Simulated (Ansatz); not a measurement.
# H5O2PSi: the cost of one run

Program: Ansatz 0.2.0. Level of theory: UKS BLYP/STO-3G. These are calculated values, not measurements.

## (1) The system as given

Bond lengths: O1–Si2 1.618 Å, Si2–O3 1.677 Å, O3–P4 1.648 Å, O1–H5 1.019 Å, Si2–H6 1.497 Å, Si2–H7 1.504 Å, P4–H8 1.398 Å, P4–H9 1.483 Å. Angles: O1–Si2–O3 108.4°, O1–Si2–H6 108.7°, O1–Si2–H7 106.6°, O3–Si2–H6 111.5°, O3–Si2–H7 112.2°, H6–Si2–H7 109.3°, Si2–O1–H5 114.7°, Si2–O3–P4 108.3°, O3–P4–H8 99.4°, O3–P4–H9 95.3°, H8–P4–H9 95.1°.

Structure file:

```xyz
9

O     0.1877    1.2547   -1.8921
Si    0.5563    0.6566   -0.4349
O    -0.7560   -0.2259    0.1236
P    -0.3389   -0.9182    1.5601
H    -0.8013    1.2129   -2.1323
H     0.8821    1.7943    0.4819
H     1.7791   -0.2002   -0.6194
H     0.2478   -2.0946    1.0849
H    -1.6683   -1.5259    1.8110
```

## (2) End point A

Input file input.yaml:

```yaml
crystal:
  periodic: [false, false, false]
  atoms:
    - { symbol: O, position_ang: [0.1877, 1.2547, -1.8921] }
    - { symbol: Si, position_ang: [0.5563, 0.6566, -0.4349] }
    - { symbol: O, position_ang: [-0.756, -0.2259, 0.1236] }
    - { symbol: P, position_ang: [-0.3389, -0.9182, 1.5601] }
    - { symbol: H, position_ang: [-0.8013, 1.2129, -2.1323] }
    - { symbol: H, position_ang: [0.8821, 1.7943, 0.4819] }
    - { symbol: H, position_ang: [1.7791, -0.2002, -0.6194] }
    - { symbol: H, position_ang: [0.2478, -2.0946, 1.0849] }
    - { symbol: H, position_ang: [-1.6683, -1.5259, 1.811] }
magnetization:
  spin_polarized: true
basis:
  gaussian: { orbitals: STO-3G }
hamiltonian:
  xc: blyp
relax:
  f_tol: 0.02
  max_steps: 50
```

The run is started by

```sh
> ansatz run input.yaml --threads 1 --pin off --max-ram 2048MiB --backend cpu --events-out ev --progress --plain --runs-dir out
```

**Question.** How long does this run take on 1 thread of Arm Neoverse V1, shared host, and how much memory does it need?

About 50 s, with a peak of 0.14 GiB.
